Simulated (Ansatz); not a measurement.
# doublet C2H4O2Si+: levels of theory compared

We compute a comparison of 6 runs (UHF/STO-3G, UB2PLYP/cc-pVDZ, UBHLYP/cc-pVDZ, UBLYP/cc-pVDZ, RPA@PBE/cc-pVDZ, UCCSD/cc-pVDZ) of doublet C2H4O2Si+. 

The results are computed with Ansatz 0.2.0.

56 further runs of the same task are left out: 56 set aside as unsound or not needed. Runs told in other sessions of the task aren't counted.

## (1) The molecule

C2H4O2Si+ has 9 atoms, charge +1, and is taken as a doublet. As SMILES of the parent species, `C=C1O[SiH2]O1`. The shape is that of a PBE0-D4/def2-TZVP optimisation. That shape belongs to the parent species and isn't relaxed for this state.

Bond lengths: C1–C2 1.319 Å, C2–O3 1.381 Å, O3–Si4 1.676 Å, C2–O5 1.381 Å, Si4–O5 1.676 Å, C1–H6 1.079 Å, C1–H7 1.079 Å, Si4–H8 1.478 Å, Si4–H9 1.478 Å. Some angles: C1–C2–O3 128.1°, C1–C2–O5 128.1°, O3–C2–O5 103.9°, C2–O3–Si4 87.6°, O3–Si4–O5 80.9°, C2–O5–Si4 87.6°, C2–C1–H6 119.7°, C2–C1–H7 119.7°, O3–Si4–H8 115.3°, O3–Si4–H9 115.3°.

## (2) The energy at UHF/STO-3G (run 1)

Contents of job.yaml:

```yaml
crystal:
  periodic: [false, false, false]
  atoms:
    - {symbol: C, position_ang: [0.527300, 1.358500, -1.129600]}
    - {symbol: C, position_ang: [0.157300, 0.383100, -0.322900]}
    - {symbol: O, position_ang: [-0.585200, 0.473600, 0.838200]}
    - {symbol: Si, position_ang: [-0.440000, -1.190500, 0.978300]}
    - {symbol: O, position_ang: [0.421700, -0.967300, -0.442100]}
    - {symbol: H, position_ang: [0.243100, 2.374800, -0.904500]}
    - {symbol: H, position_ang: [1.111300, 1.132600, -2.008400]}
    - {symbol: H, position_ang: [-1.701100, -1.949600, 0.840800]}
    - {symbol: H, position_ang: [0.354100, -1.661500, 2.132900]}
basis:
  gaussian:
    orbitals: STO-3G
total_charge: 1
magnetization:
  spin_polarized: true
  initial_magnetization: 1
hamiltonian:
  xc: hf
accuracy: high
output:
  orbitals: {seedname: orbitals}
```

The run is started by

```bash
$ ansatz run job.yaml --threads 1 --pin off --max-ram 3480MiB --events-out events.jsonl --progress --plain --runs-dir runs
```

Log:

```text
Warning: RAYON_NUM_THREADS=1 ignored (pool sized by the plan → 1); use --threads N
Functional definition: HF
  name "HF"
  exchange = exact_x
  correlation = 0
708 factors; integrals over basis functions are off by at most 2.7e-8 eV
mean field evaluation 1: about -13878.7912 eV, gradient 2.6e1 eV
mean field evaluation 2: about -13878.9382 eV, gradient 2.6e1 eV
mean field evaluation 4: about -13883.6468 eV, gradient 2.2e0 eV
mean field evaluation 8: about -13883.7435 eV, gradient 6.5e-4 eV
mean field evaluation 16: about -13882.1755 eV, gradient 1.1e1 eV
mean field evaluation 32: about -13878.0483 eV, gradient 2.1e1 eV
mean field evaluation 64: about -13881.0584 eV, gradient 1.5e0 eV
mean field -13883.73877309 eV, -510.2179891751 hartree, gradient 2.7e-8 eV, S^2 0.776780; 0 other end points of the search recorded, 0 dependent functions left out
reference -13883.73877309 eV, -510.2179891751 hartree; 23, 22 occupied and 10, 11 virtual orbitals, 708 factors
Total energy: -13883.73877309 eV, -510.2179891751 hartree
```

Wall time 0.72 s (1 thread of Arm Neoverse V1, shared host); peak memory 0.092 GiB.

## (3) A single-point energy at UB2PLYP/cc-pVDZ (run 2)

Contents of in.yaml:

```yaml
crystal:
  periodic: [false, false, false]
  atoms:
    - {symbol: C, position_ang: [0.527300, 1.358500, -1.129600]}
    - {symbol: C, position_ang: [0.157300, 0.383100, -0.322900]}
    - {symbol: O, position_ang: [-0.585200, 0.473600, 0.838200]}
    - {symbol: Si, position_ang: [-0.440000, -1.190500, 0.978300]}
    - {symbol: O, position_ang: [0.421700, -0.967300, -0.442100]}
    - {symbol: H, position_ang: [0.243100, 2.374800, -0.904500]}
    - {symbol: H, position_ang: [1.111300, 1.132600, -2.008400]}
    - {symbol: H, position_ang: [-1.701100, -1.949600, 0.840800]}
    - {symbol: H, position_ang: [0.354100, -1.661500, 2.132900]}
basis:
  gaussian:
    orbitals: cc-pVDZ
total_charge: 1
magnetization:
  spin_polarized: true
  initial_magnetization: 1
hamiltonian:
  xc: {name: B2PLYP}
correlation:
  frozen_orbitals: {C: 1, H: 0, O: 1, Si: 5}
accuracy: high
output: {orbitals: {seedname: orbitals}}
```

The run is started by

```bash
$ ansatz run in.yaml --threads 1 --pin off --max-ram 3480MiB --events-out events.jsonl --progress --plain --runs-dir runs
```

Log (excerpt; [...] marks lines left out):

```text
Warning: RAYON_NUM_THREADS=1 ignored (pool sized by the plan → 1); use --threads N
Functional definition: B2PLYP
  name "B2PLYP"
[...]
2195 factors; integrals over basis functions are off by at most 3.5e-9 eV
[...]
mean field -14086.92263888 eV, -517.6848585196 hartree, gradient 4.2e-8 eV, S^2 0.756175; 2 other end points of the search recorded, 0 dependent functions left out
9 core orbitals not correlated: weight in the atoms' cores, before any rotation towards them, 1.000 or more for the frozen orbitals, at most 0.000 for the correlated occupied ones
reference -14086.92266547 eV, -517.6848594970 hartree; 14, 13 occupied and 71, 72 virtual orbitals, 2195 factors
second order -23.04980020 eV of doubles, -0.00000000 eV of singles
Total energy: -14093.14611153 eV, -517.9135669211 hartree
```

It took 27 s on 1 thread of Arm Neoverse V1, shared host; peak memory 0.5 GiB.

Run 3 isn't shown in full; the table further down has it.

## (4) A single-point energy at UBLYP/cc-pVDZ (run 4)

Contents of job.yaml:

```yaml
crystal:
  periodic: [false, false, false]
  atoms:
    - symbol: C
      position_ang: [0.527300, 1.358500, -1.129600]
    - symbol: C
      position_ang: [0.157300, 0.383100, -0.322900]
    - symbol: O
      position_ang: [-0.585200, 0.473600, 0.838200]
    - symbol: Si
      position_ang: [-0.440000, -1.190500, 0.978300]
    - symbol: O
      position_ang: [0.421700, -0.967300, -0.442100]
    - symbol: H
      position_ang: [0.243100, 2.374800, -0.904500]
    - symbol: H
      position_ang: [1.111300, 1.132600, -2.008400]
    - symbol: H
      position_ang: [-1.701100, -1.949600, 0.840800]
    - symbol: H
      position_ang: [0.354100, -1.661500, 2.132900]
basis:
  gaussian:
    orbitals: cc-pVDZ
total_charge: 1
accuracy: high
magnetization:
  spin_polarized: true
  initial_magnetization: 1
output: {orbitals: {seedname: orbitals}}
hamiltonian:
  xc: {name: BLYP}
```

The run is started by

```bash
$ ansatz run job.yaml --threads 1 --pin off --max-ram 3480MiB --events-out events.jsonl --progress --plain --runs-dir runs
```

Log:

```text
Warning: RAYON_NUM_THREADS=1 ignored (pool sized by the plan → 1); use --threads N
Functional definition: BLYP
  name "BLYP"
  parameter beta = 0.0042
  parameter a = 0.04918
  parameter b = 0.132
  parameter c = 0.2533
  parameter d = 0.349
  exchange = b88_x(beta = beta)
  correlation = lyp_c(a = a, b = b, c = c, d = d)
2195 factors; integrals over basis functions are off by at most 3.5e-9 eV
mean field evaluation 1: about -14077.6658 eV, gradient 6.9e1 eV
mean field evaluation 2: about -13857.0683 eV, gradient 1.9e2 eV
mean field evaluation 4: about -14098.8499 eV, gradient 2.0e1 eV
mean field evaluation 8: about -14100.7765 eV, gradient 3.3e-1 eV
mean field evaluation 16: about -14100.7752 eV, gradient 4.6e-4 eV
mean field -14100.77523092 eV, -518.1939318874 hartree, gradient 9.8e-8 eV, S^2 0.752552; 0 other end points of the search recorded, 0 dependent functions left out
reference -14100.77528668 eV, -518.1939339366 hartree; 23, 22 occupied and 71, 72 virtual orbitals, 2195 factors
Total energy: -14100.77528668 eV, -518.1939339366 hartree
```

It took 13 s on 1 thread of Arm Neoverse V1, shared host; peak memory 0.32 GiB.

Run 5 isn't shown in full; the table further down has it.

## (5) The energy at UCCSD/cc-pVDZ (run 6)

job.yaml, as its differences from that of step 4:

```diff
@@ -22,11 +22,7 @@
 basis:
-  gaussian:
-    orbitals: cc-pVDZ
+  gaussian: {orbitals: cc-pVDZ}
+accuracy: high
+correlation: {method: ccsd, frozen_orbitals: {C: 1, H: 0, O: 1, Si: 5}}
+magnetization: {spin_polarized: true, initial_magnetization: 1}
+scf: {omitted_lower_state_checks: [cluster_reference, increment]}
 total_charge: 1
-accuracy: high
-magnetization:
-  spin_polarized: true
-  initial_magnetization: 1
-output: {orbitals: {seedname: orbitals}}
-hamiltonian:
-  xc: {name: BLYP}
```

The run is started by

```bash
$ ansatz run job.yaml --threads 1 --pin off --max-ram 3480MiB --events-out events.jsonl --progress --plain --runs-dir runs
```

Log (excerpt; [...] marks lines left out):

```text
Warning: RAYON_NUM_THREADS=1 ignored (pool sized by the plan → 1); use --threads N
[... 2 set-up lines as earlier in the session ...]
[...]
2195 factors; integrals over basis functions are off by at most 3.5e-9 eV
[...]
mean field -14053.51541847 eV, -516.4571658141 hartree, gradient 2.1e-8 eV, S^2 0.758017; 0 other end points of the search recorded, 0 dependent functions left out
9 core orbitals not correlated: weight in the atoms' cores, before any rotation towards them, 1.000 or more for the frozen orbitals, at most 0.000 for the correlated occupied ones
reference -14053.51541847 eV, -516.4571658141 hartree; 14, 13 occupied and 71, 72 virtual orbitals, 2195 factors
second order -18.49105589 eV of doubles, -0.00000000 eV of singles
cycle   1  -18.72059354 eV  change   -2.3e-1 eV  update   1.3e-1
[...]
cycle  22  -19.49934174 eV  change   -1.2e-9 eV  update   1.7e-9
Total energy: -14073.01476021 eV, -517.1737534057 hartree
Checks for a lower state left out: cluster_reference, increment
```

It took 77 s on 1 thread of Arm Neoverse V1, shared host; peak memory 1.2 GiB.

## (6) The series

| run | level | frozen core orbitals | energy (Eh) | HOMO energy (eV) | LUMO energy (eV) | ⟨S²⟩ | wall time |
| --- | --- | --- | --- | --- | --- | --- | --- |
| 1 | UHF/STO-3G | – | -510.217989 | -16.32 | -4.48 | 0.777 | 0.72 s |
| 2 | UB2PLYP/cc-pVDZ | 9 | -517.913567 | -15.63 | -9.45 | 0.756 | 27 s |
| 3 | UBHLYP/cc-pVDZ | – | -518.130675 | -15.66 | -9.88 | 0.756 | 18 s |
| 4 | UBLYP/cc-pVDZ | – | -518.193934 | -12.74 | -11.67 | 0.753 | 13 s |
| 5 | RPA@PBE/cc-pVDZ | 9 | -517.490969 | – | – | 0.753 | 23 s |
| 6 | UCCSD/cc-pVDZ | 9 | -517.173753 | – | – | 0.758 | 77 s |

## (7) Results

| quantity | value |
| --- | --- |
| run 6: total energy | -517.17375 Eh |
| run 6: correlation energy (9 core orbitals frozen) | -716.6 mEh |
| run 6: ⟨S²⟩ of the reference determinant | 0.758 |
| run 6: T1 diagnostic | 0.023 |

What this shows: Totals of different functionals can't be ranked against each other. In run 1 the basis is minimal, so the values are rough. All runs together took 2.7 min, the longest 77 s.
